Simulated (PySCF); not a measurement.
**C3H10OSi (SMILES C[Si](C)(C)O) at 6 levels**

We compute a comparison of 6 runs (B3LYP/6-31G*, BLYP/6-31G*, M06-L/6-31G*, PBE/6-31G*, TPSS/6-31G*, revPBE/6-31G*) of C3H10OSi. Input form: a Python script.

The calculation is run with PySCF 2.14.0.

1 further run of the same task is left out (set aside as unsound or not needed).

## Step 1: The structure to begin with

C3H10OSi has 15 atoms, charge 0, and is taken as a singlet. As SMILES, `C[Si](C)(C)O`. The coordinates come from a PBE0-D4/def2-TZVP relaxation. This is one conformer, not always the lowest.

Bond lengths: C1–Si2 1.870 Å, Si2–C3 1.870 Å, Si2–C4 1.861 Å, Si2–O5 1.660 Å, C1–H6 1.094 Å, C1–H7 1.094 Å, C1–H8 1.093 Å, C3–H9 1.094 Å, C3–H10 1.093 Å, C3–H11 1.094 Å, C4–H12 1.093 Å, C4–H13 1.093 Å, C4–H14 1.093 Å, O5–H15 0.957 Å. Some angles: C1–Si2–C3 109.3°, C1–Si2–C4 111.0°, C1–Si2–O5 110.3°, C3–Si2–C4 111.0°, C3–Si2–O5 110.3°, C4–Si2–O5 104.8°, Si2–C1–H6 111.5°, Si2–C1–H7 111.0°, Si2–C1–H8 111.0°, Si2–C3–H9 111.5°.

## Step 2: The energy at B3LYP/6-31G(d) (spherical functions) (run 1)

Contents of calc.py:

```python
# C[Si](C)(C)O
from pyscf import gto, dft

mol = gto.Mole()
mol.atom = '''
C   -1.759880   0.191150   0.071540
Si   0.089930   0.200980  -0.204700
C    0.959910   0.370300   1.442320
C    0.639300  -1.339490  -1.093220
O    0.516200   1.448090  -1.213440
H   -2.095970   1.106050   0.568270
H   -2.057470  -0.651720   0.702020
H   -2.296730   0.107790  -0.876880
H    0.664600   1.288070   1.959260
H    2.044780   0.393380   1.311290
H    0.718200  -0.468650   2.101280
H    0.405110  -2.234400  -0.510590
H    1.717690  -1.322690  -1.268870
H    0.142180  -1.426990  -2.062380
H    0.312140   2.338130  -0.925910
'''
mol.charge = 0
mol.max_memory = 1860
mol.spin = 0
mol.verbose = 3
mol.basis = '6-31g*'
mol.build()

mf = dft.RKS(mol, xc='b3lyp')
mf.conv_tol = 1e-10
mf.grids.level = 5
mf.kernel()
if not mf.converged:
    mf = mf.newton().run(mf.mo_coeff, mf.mo_occ)

e_tot = mf.e_tot
print('Final energy', e_tot)
```

Command:

```bash
$ OMP_NUM_THREADS=1 python calc.py
```

The program printed:

```text
converged SCF energy = -485.127154086837
Final energy -485.12715408683704
```

Run time: 70 s. Hardware: 1 thread of Intel Xeon at 2.50GHz (Skylake/Cascade Lake), shared host; peak memory 0.49 GiB.

## Step 3: A single-point energy at BLYP/6-31G(d) (spherical functions) (run 2)

Contents of mol.xyz:

```xyz
15
C3H10OSi
C     -1.759880     0.191150     0.071540
Si     0.089930     0.200980    -0.204700
C      0.959910     0.370300     1.442320
C      0.639300    -1.339490    -1.093220
O      0.516200     1.448090    -1.213440
H     -2.095970     1.106050     0.568270
H     -2.057470    -0.651720     0.702020
H     -2.296730     0.107790    -0.876880
H      0.664600     1.288070     1.959260
H      2.044780     0.393380     1.311290
H      0.718200    -0.468650     2.101280
H      0.405110    -2.234400    -0.510590
H      1.717690    -1.322690    -1.268870
H      0.142180    -1.426990    -2.062380
H      0.312140     2.338130    -0.925910
```

Contents of job.py:

```python
from pyscf import gto, dft

mol = gto.M(
    atom='mol.xyz',
    max_memory=1860,
    verbose=3,
    basis='6-31g*',
    spin=0,
    charge=0,
)

mf = dft.RKS(mol, xc='blyp')
mf.conv_tol = 1e-10
mf.grids.level = 5
mf.kernel()
if not mf.converged:
    mf = mf.newton().run(mf.mo_coeff, mf.mo_occ)

etot = mf.e_tot
print(f'total energy: {etot:.8f} hartree')
```

Command:

```bash
$ OMP_NUM_THREADS=1 python job.py
```

The program printed:

```text
converged SCF energy = -484.987518330767
total energy: -484.98751833 hartree
```

It took 70 s on 1 thread of Intel Xeon at 2.50GHz (Skylake/Cascade Lake), shared host; peak memory 0.49 GiB.

Runs 3 to 5 aren't shown in full; the table further down has their settings and results.

## Step 4: The energy at revPBE/6-31G(d) (spherical functions) (run 6)

Contents of run.py:

```python
from pyscf import gto, dft

mol = gto.M(
    atom=[
    ('C', (-1.759880, 0.191150, 0.071540)),
    ('Si', (0.089930, 0.200980, -0.204700)),
    ('C', (0.959910, 0.370300, 1.442320)),
    ('C', (0.639300, -1.339490, -1.093220)),
    ('O', (0.516200, 1.448090, -1.213440)),
    ('H', (-2.095970, 1.106050, 0.568270)),
    ('H', (-2.057470, -0.651720, 0.702020)),
    ('H', (-2.296730, 0.107790, -0.876880)),
    ('H', (0.664600, 1.288070, 1.959260)),
    ('H', (2.044780, 0.393380, 1.311290)),
    ('H', (0.718200, -0.468650, 2.101280)),
    ('H', (0.405110, -2.234400, -0.510590)),
    ('H', (1.717690, -1.322690, -1.268870)),
    ('H', (0.142180, -1.426990, -2.062380)),
    ('H', (0.312140, 2.338130, -0.925910)),
],
    max_memory=1860,
    basis='6-31g*',
    verbose=3,
    charge=0,
)

calc0 = dft.RKS(mol)
calc0.xc = 'revpbe'
calc0.grids.level = 5
calc0.conv_tol = 1e-10
calc0.kernel()
if not calc0.converged:
    calc0 = calc0.newton().run(calc0.mo_coeff, calc0.mo_occ)

energy = calc0.e_tot
print('E = %.10f Eh' % energy)
```

Command:

```bash
$ OMP_NUM_THREADS=1 python run.py
```

The program printed:

```text
converged SCF energy = -484.96986206427
E = -484.9698620643 Eh
```

Run time: 70 s. Hardware: 1 thread of Intel Xeon at 2.50GHz (Skylake/Cascade Lake), shared host; peak memory 0.49 GiB.

## Step 5: The series

```
run                                level  energy (Eh)  dipole moment (D)  HOMO energy (eV)  LUMO energy (eV)  wall time
  1   B3LYP/6-31G* (spherical functions)  -485.127154               1.41             -7.44              1.54       70 s
  2    BLYP/6-31G* (spherical functions)  -484.987518               1.35             -6.03              0.94       70 s
  3   M06-L/6-31G* (spherical functions)  -485.069198               1.39             -6.55              1.66    1.8 min
  4     PBE/6-31G* (spherical functions)  -484.685842               1.36             -6.15              0.93       64 s
  5    TPSS/6-31G* (spherical functions)  -485.152974               1.35             -6.33              1.14      2 min
  6  revPBE/6-31G* (spherical functions)  -484.969862               1.34             -6.12              1.03       70 s
```

## Step 6: Outcome

```
            quantity          value
 run 6: total energy  -484.96986 Eh
run 6: dipole moment         1.34 D
  run 6: HOMO energy       -6.12 eV
  run 6: LUMO energy        1.03 eV
run 6: HOMO–LUMO gap        7.15 eV
```

**Reading.** The dipole moment (its size) runs from 1.34 D (revPBE/6-31G*) to 1.41 D (B3LYP/6-31G*). The HOMO–LUMO gap runs from 6.97 eV (BLYP/6-31G*) to 8.98 eV (B3LYP/6-31G*). Totals of different functionals can't be ranked against each other. All runs together took 8.4 min, the longest 2 min.
